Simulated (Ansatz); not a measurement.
# FHI: the cost of one run

Method: the levels named in each step, in Ansatz 0.2.0.

## (1) The system as given

Bond lengths: F1–H3 0.935 Å.

Coordinates:

```xyz
3

F     0.0000    0.0000   -1.5656
I     0.0000    0.0000    2.1960
H     0.0000    0.0000   -0.6304
```

## (2) A rough first relaxation, PBE-D4/def2-SVP

This run stands in another session on the same molecule. It ended at:

```xyz
3

F     0.0000    0.0000   -1.4930
I     0.0000    0.0000    2.0462
H     0.0000    0.0000   -0.5532
```

## (3) Relaxation, HF/def2-SVP

input.yaml

```yaml
crystal:
  periodic: [false, false, false]
  atoms:
    - { symbol: F, position_ang: [0.0, 0.0, -1.49301315] }
    - { symbol: I, position_ang: [0.0, 0.0, 2.04622109] }
    - { symbol: H, position_ang: [0.0, 0.0, -0.55320795] }
magnetization:
  spin_polarized: true
  initial_magnetization: 1
basis:
  gaussian: { orbitals: def2-SVP }
hamiltonian:
  xc: hf
relax:
  f_tol: 0.002
  max_steps: 150
```

Launch:

```console
> ansatz run input.yaml --threads 1 --pin off --max-ram 2560MiB --backend cpu --events-out ev --progress --plain --runs-dir out
```

Q: Estimate wall time and peak memory on 1 thread of AMD EPYC 9R45 (Zen 5), shared host.

About 2.8 s, with a peak of 0.12 GiB.
